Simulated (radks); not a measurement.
# Pt⁺ in [Xe] 4f14 5d9: an all-electron calculation

An exercise on one series of results from a longer session: the logs are not shown, and one member is left open.

The numbers are computed with radks (a radial shooting solver on a logarithmic mesh, Libxc functionals) version 1 (scalar-relativistic Kohn-Sham, BP86, spin-unpolarised, spherical densities, finite nucleus), except any that are marked as measured or tabulated.

## Starting point

```
element            : platinum (Z = 78)
charge             : +1
electrons          : 77
configuration      : [Xe] 4f14 5d9
nuclear rms radius : 5.427 fm
```

Outer shells as boxes (Hund's rule):

Pt⁺
```
[Xe] core
4f [↑↓][↑↓][↑↓][↑↓][↑↓][↑↓][↑↓]
5d [↑↓][↑↓][↑↓][↑↓][↑ ]
```

Set-up of the first run:

Settings of this run:

```text
Z 78
configuration [Xe] 4f14 5d9 6s0 6p0 5f0 6d0
relativity scalar-relativistic
functional b88,p86
spin unpolarised
nucleus finite rms 5.427 fm
c 137.035999084
```

Command:

```console
> python run_ks.py task.json out
```

All runs below come from this command, one after another.

Among the steps run: Self-consistent calculation.

One table of the session follows, with a row left open; its other results are not shown here.

It belongs to the step «Shells». Sizes of the orbitals, from the radial functions (bohr):

```
level      <r>  outermost maximum (interpolated)  90 % within  nodes
   1s  0.01715                            0.0106       0.0313      0
   2s  0.07236                            0.0612        0.112      1
   2p  0.06522                            0.0506        0.106      0
   3s        ?                                 ?            ?      ?
   3p   0.1881                             0.172        0.281      1
   3d   0.1704                             0.140        0.264      0
   4s   0.4151                             0.390        0.595      3
   4p   0.4419                             0.410        0.641      2
   4d   0.4682                             0.418        0.699      1
   5s   0.9528                             0.869         1.36      4
   4f   0.5162                             0.385        0.833      0
   5p    1.105                             0.978         1.61      3
   5d    1.645                              1.26         2.59      2
   6s    2.681                              2.30         3.93      5
   6p    3.668                              3.04         5.50      4
```

Estimate the missing values for 3s.

As computed: <r>: 0.1871; outermost maximum (interpolated): 0.173; 90 % within: 0.274; nodes: 2. In the column «<r>» it lies between 3d (0.1704) and 3p (0.1881).

Caveats from the session: Spin polarisation and multiplet splitting are left out.
